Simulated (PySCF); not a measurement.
**C2H8OSSi (SMILES CSC[SiH2]O): levels of theory compared**

We compute a comparison of 5 runs (HF/3-21G, HF/def2-SVP, B3LYP/6-31G*, PBE0/def2-SVP, TPSSh/def2-SVP) of C2H8OSSi. 

Program for the calculation: PySCF 2.14.0.

**1. The molecule**

C2H8OSSi has 13 atoms, charge 0, and is taken as a singlet. SMILES: `CSC[SiH2]O`. The coordinates come from a PBE0-D4/def2-TZVP relaxation. This is one conformer, not always the lowest.

Bond lengths: C1–S2 1.798 Å, S2–C3 1.813 Å, C3–Si4 1.881 Å, Si4–O5 1.644 Å, C1–H6 1.090 Å, C1–H7 1.090 Å, C1–H8 1.091 Å, C3–H9 1.094 Å, C3–H10 1.094 Å, Si4–H11 1.490 Å, Si4–H12 1.484 Å, O5–H13 0.964 Å. Some angles: C1–S2–C3 100.9°, S2–C3–Si4 110.5°, C3–Si4–O5 108.3°, S2–C1–H6 106.6°, S2–C1–H7 112.2°, S2–C1–H8 110.6°, S2–C3–H9 105.1°, S2–C3–H10 110.1°, Si4–C3–H9 109.0°, Si4–C3–H10 114.4°.

**2. Energy and forces at HF/3-21G (run 1)**

Input file job.py:

```python
from pyscf import gto

mol = gto.M(
    atom='''
C     -3.092348     1.533135     1.538804
S      0.164784     2.495950     1.639715
C      1.741572    -0.535548     1.396886
Si     1.544851    -1.779933    -1.926576
O      2.250475     0.533470    -3.876773
H     -4.217680     3.253730     1.674108
H     -3.563268     0.565406    -0.217885
H     -3.540591     0.317474     3.143559
H      3.720304    -0.152879     1.857790
H      1.018751    -1.829066     2.837424
H     -1.047097    -2.777142    -2.393338
H      3.392814    -3.844081    -2.363669
H      1.666172     2.153910    -3.282265
''',
    max_memory=1860,
    basis='3-21g',
    unit='bohr',
    spin=0,
    verbose=4,
    charge=0,
)

mf = mol.RHF()
mf.conv_tol = 1e-10
mf.kernel()
if not mf.converged:
    mf = mf.newton().run(mf.mo_coeff, mf.mo_occ)

e_tot = mf.e_tot
print('E = %.10f Eh' % e_tot)
grad = mf.nuc_grad_method().kernel()
mf.analyze()
```

The run is started by

```sh
$ OMP_NUM_THREADS=1 python job.py
```

Log:

```text
PySCF version 2.14.0

[... 83 lines left out ...]
One-electron Energy =                -1760.664989861423237
[... 10 lines left out ...]
MO #6   energy= -8.91899895550157  occ= 2
[... 8 lines left out ...]
MO #15  energy= -1.09484683498862  occ= 2
[... 8 lines left out ...]
MO #24  energy= -0.539190964371915 occ= 2
[... 8 lines left out ...]
MO #33  energy= 0.235592499294783  occ= 0
[... 8 lines left out ...]
MO #42  energy= 0.476090217614462  occ= 0
[... 8 lines left out ...]
MO #51  energy= 0.965155357306831  occ= 0
[... 8 lines left out ...]
MO #60  energy= 1.33655099529322   occ= 0
[... 8 lines left out ...]
MO #69  energy= 3.19500179118439   occ= 0
[... 85 lines left out ...]
Dipole moment(X, Y, Z, Debye): -1.67722, -0.72384,  1.84560
```

It took 7.2 s on 1 thread of Intel Xeon at 2.50GHz (Skylake/Cascade Lake), shared host; peak memory 0.14 GiB.

**3. Energy and gradient at HF/def2-SVP (run 2)**

Input file input.py:

```python
# CSC[SiH2]O
from pyscf import gto, scf

mol = gto.M(
    atom='''
C   -1.636400   0.811300   0.814300
S    0.087200   1.320800   0.867700
C    0.921600  -0.283400   0.739200
Si   0.817500  -0.941900  -1.019500
O    1.190900   0.282300  -2.051500
H   -2.231900   1.721800   0.885900
H   -1.885600   0.299200  -0.115300
H   -1.873600   0.168000   1.663500
H    1.968700  -0.080900   0.983100
H    0.539100  -0.967900   1.501500
H   -0.554100  -1.469600  -1.266500
H    1.795400  -2.034200  -1.250800
H    0.881700   1.139800  -1.736900
''',
    verbose=4,
    max_memory=1860,
    basis='def2-svp',
    spin=0,
    charge=0,
)

mf = scf.RHF(mol)
mf.conv_tol = 1e-10
mf.kernel()
if not mf.converged:
    mf = mf.newton().run(mf.mo_coeff, mf.mo_occ)

etot = mf.e_tot
print(f'total energy: {etot:.8f} hartree')
grad = mf.nuc_grad_method().kernel()
mf.analyze()
```

The run is started by

```sh
$ OMP_NUM_THREADS=1 python input.py
```

Log:

```text
PySCF version 2.14.0

[... 86 lines left out ...]
Two-electron Energy =                  620.721756536664429
[... 16 lines left out ...]
MO #13  energy= -4.25347055258089  occ= 2
[... 14 lines left out ...]
MO #28  energy= -0.433391867446142 occ= 2
[... 14 lines left out ...]
MO #43  energy= 0.476217607130066  occ= 0
[... 14 lines left out ...]
MO #58  energy= 0.880029255663149  occ= 0
[... 14 lines left out ...]
MO #73  energy= 1.21970453597037   occ= 0
[... 14 lines left out ...]
MO #88  energy= 1.89677172554325   occ= 0
[... 14 lines left out ...]
MO #103 energy= 2.52760779434435   occ= 0
[... 14 lines left out ...]
MO #118 energy= 4.12848779118366   occ= 0
[... 134 lines left out ...]
Dipole moment(X, Y, Z, Debye): -1.45801, -0.43752,  1.67373
```

Run time: 40 s. Hardware: 1 thread of Intel Xeon at 2.50GHz (Skylake/Cascade Lake), shared host; peak memory 0.3 GiB.

Runs 3 to 4 aren't shown in full; the table further down has their settings and results.

**4. Energy and forces at TPSSh/def2-SVP (run 5)**

Input file run.py:

```python
# CSC[SiH2]O
from pyscf import gto, dft

system = gto.Mole()
system.atom = '''
C     -3.092348     1.533135     1.538804
S      0.164784     2.495950     1.639715
C      1.741572    -0.535548     1.396886
Si     1.544851    -1.779933    -1.926576
O      2.250475     0.533470    -3.876773
H     -4.217680     3.253730     1.674108
H     -3.563268     0.565406    -0.217885
H     -3.540591     0.317474     3.143559
H      3.720304    -0.152879     1.857790
H      1.018751    -1.829066     2.837424
H     -1.047097    -2.777142    -2.393338
H      3.392814    -3.844081    -2.363669
H      1.666172     2.153910    -3.282265
'''
system.spin = 0
system.verbose = 4
system.basis = 'def2-svp'
system.unit = 'bohr'
system.max_memory = 1860
system.build()

myscf = dft.RKS(system)
myscf.xc = 'tpssh'
myscf.grids.level = 5
myscf.conv_tol = 1e-10
myscf.kernel()
if not myscf.converged:
    myscf = myscf.newton().run(myscf.mo_coeff, myscf.mo_occ)

e_final = myscf.e_tot
print('E(%s) = %.9f' % ('TPSSH', e_final))
grad = myscf.nuc_grad_method().kernel()
myscf.analyze()
```

The run is started by

```sh
$ OMP_NUM_THREADS=1 python run.py
```

Log:

```text
PySCF version 2.14.0

[... 100 lines left out ...]
Two-electron Energy =                  619.097913313092931
[... 16 lines left out ...]
MO #13  energy= -3.58216874719835  occ= 2
[... 14 lines left out ...]
MO #28  energy= -0.280426683418802 occ= 2
[... 14 lines left out ...]
MO #43  energy= 0.311564442307234  occ= 0
[... 14 lines left out ...]
MO #58  energy= 0.642186791112898  occ= 0
[... 14 lines left out ...]
MO #73  energy= 0.973547022311601  occ= 0
[... 14 lines left out ...]
MO #88  energy= 1.64658631513003   occ= 0
[... 14 lines left out ...]
MO #103 energy= 2.22499575646253   occ= 0
[... 14 lines left out ...]
MO #118 energy= 3.74021569387733   occ= 0
[... 134 lines left out ...]
Dipole moment(X, Y, Z, Debye): -1.32899, -0.23497,  1.53424
```

Run time: 2.9 min. Hardware: 1 thread of Intel Xeon at 2.50GHz (Skylake/Cascade Lake), shared host; peak memory 1.2 GiB.

**5. Overview of the runs**

```tsv
run	level	integration grid	energy (Eh)	dipole moment (D)	HOMO energy (eV)	LUMO energy (eV)	wall time
1	HF/3-21G	–	-837.390151	2.60	-9.52	4.48	7.2 s
2	HF/def2-SVP	–	-841.422344	2.26	-9.34	4.23	40 s
3	B3LYP/6-31G* (spherical functions)	5	-843.961353	2.14	-6.21	0.45	1.7 min
4	PBE0/def2-SVP	5	-843.196905	2.11	-6.49	0.77	2 min
5	TPSSh/def2-SVP	5	-843.684746	2.04	-5.87	0.39	2.9 min
```

**6. Results**

| quantity | value |
| --- | --- |
| run 5: total energy | -843.68475 Eh |
| run 5: dipole moment | 2.04 D |
| run 5: HOMO energy | -5.87 eV |
| run 5: LUMO energy | 0.39 eV |
| run 5: HOMO–LUMO gap | 6.27 eV |
| run 5: largest force on an atom | 0.747 eV/Å |

The dipole moment (its size) runs from 2.04 D (TPSSh/def2-SVP) to 2.60 D (HF/3-21G). The two ends differ in method and basis. The HOMO–LUMO gap runs from 6.27 eV (TPSSh/def2-SVP) to 14.00 eV (HF/3-21G). Totals of different functionals can't be ranked against each other. All runs together took 7.4 min, the longest 2.9 min.
